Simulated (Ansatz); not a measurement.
# TiWO5: the cost of one run

Program: Ansatz 0.2.0. Level of theory: DFT PBE, scalar-relativistic, plane waves, PAW. These are calculated values, not measurements.

### Step 1. The structure to begin with

The cell holds 21 atoms (O15Ti3W3): a = 6.839 Å, b = 6.600 Å, c = 6.436 Å, α = 91.29°, β = 90.74°, γ = 86.30°.

It is the last frame of an earlier stage of the same melt, run at 2740 K.

Structure file:

```cif
data_structure
_symmetry_space_group_name_H-M 'P 1'
_symmetry_Int_Tables_number 1
_cell_length_a 6.8388
_cell_length_b 6.6004
_cell_length_c 6.4358
_cell_angle_alpha 91.287
_cell_angle_beta 90.737
_cell_angle_gamma 86.302
_cell_volume 289.80
loop_
_atom_site_label
_atom_site_type_symbol
_atom_site_fract_x
_atom_site_fract_y
_atom_site_fract_z
_atom_site_occupancy
Ti1 Ti 0.96040 0.44952 0.08608 1
Ti2 Ti 0.66272 0.80850 0.03876 1
Ti3 Ti 0.29598 0.68094 0.42451 1
O1 O 0.27019 0.74175 0.70320 1
O2 O 0.69877 0.47372 0.87728 1
O3 O 0.25596 0.27608 0.93758 1
O4 O 0.41415 0.69655 0.15287 1
O5 O 0.92510 0.26487 0.52180 1
O6 O 0.94624 0.98421 0.73215 1
O7 O 0.46307 0.94042 0.90189 1
O8 O 0.51485 0.19483 0.25084 1
O9 O 0.57284 0.19365 0.68647 1
O10 O 0.80136 0.56931 0.26395 1
O11 O 0.53148 0.53849 0.52091 1
O12 O 0.16101 0.49679 0.31555 1
O13 O 0.93423 0.68293 0.96955 1
O14 O 0.27479 0.95350 0.40216 1
O15 O 0.76583 0.05745 0.01428 1
W1 W 0.67481 0.32534 0.42835 1
W2 W 0.56543 0.22270 0.95738 1
W3 W 0.22148 0.99515 0.70589 1
```

### Step 2. Langevin stage at 1520 K

One k point, a Fermi-Dirac width of 0.131 eV and a fixed cell.

input.yaml reads:

```yaml
crystal:
  lattice:
    - [6.835202, 0.216521, -0.041497]
    - [0.216521, 6.596443, -0.072536]
    - [-0.041497, -0.072536, 6.435209]
  atoms:
    - { symbol: Ti, position: [0.9603966603, 0.4495191544, 0.0860767628] }
    - { symbol: Ti, position: [0.662715736, 0.8085014944, 0.0387562342] }
    - { symbol: Ti, position: [0.2959771825, 0.6809382068, 0.4245081568] }
    - { symbol: O, position: [0.2701904066, 0.741747656, 0.7032025383] }
    - { symbol: O, position: [0.6987659053, 0.4737185766, 0.877282873] }
    - { symbol: O, position: [0.2559601143, 0.2760783247, 0.9375808435] }
    - { symbol: O, position: [0.4141455824, 0.696546045, 0.1528712294] }
    - { symbol: O, position: [0.9250994619, 0.264870433, 0.5218034608] }
    - { symbol: O, position: [0.9462403205, 0.9842091569, 0.7321497969] }
    - { symbol: O, position: [0.4630705499, 0.9404244, 0.9018925245] }
    - { symbol: O, position: [0.5148453586, 0.1948258099, 0.2508440354] }
    - { symbol: O, position: [0.5728447589, 0.1936459225, 0.686471829] }
    - { symbol: O, position: [0.801363896, 0.5693068809, 0.2639474762] }
    - { symbol: O, position: [0.531477776, 0.5384870131, 0.5209146011] }
    - { symbol: O, position: [0.161006644, 0.4967917818, 0.3155484039] }
    - { symbol: O, position: [0.9342268194, 0.6829284006, 0.9695542506] }
    - { symbol: O, position: [0.2747921809, 0.9535028217, 0.4021623664] }
    - { symbol: O, position: [0.765834119, 0.0574524084, 0.0142814086] }
    - { symbol: W, position: [0.6748137778, 0.3253399172, 0.428353706] }
    - { symbol: W, position: [0.5654326482, 0.2227020344, 0.9573755329] }
    - { symbol: W, position: [0.2214758002, 0.9951457609, 0.7058906586] }
  symmetry: { detect: false }
basis:
  ecutwfc: 420
  xc_grid: 1
kpoints:
  mp_grid: { grid: [1, 1, 1], shift: [0.0, 0.0, 0.0] }
hamiltonian:
  xc: pbe
scf:
  occupations: { method: fermi_dirac, width: 0.131 }
  lower_state_search: "off"
  convergence: { dr2_threshold: 1.0e-05 }
output:
  forces: true
  stress: true
md:
  timestep: 2.0
  n_steps: 250
  ensemble: nvt_langevin
  friction: 0.03
  temperature: 1520.0
  initial_velocities: maxwell_boltzmann
  seed: 94952
```

The run is started by

```
> ansatz run input.yaml --threads 2 --pin off --max-ram 5120MiB --backend cpu --events-out ev --progress --plain --runs-dir out
```

**Question.** How long does this run take on 2 threads of Arm Neoverse V1, shared host, and how much memory does it need?

About 5.4 min, with a peak of 0.42 GiB.
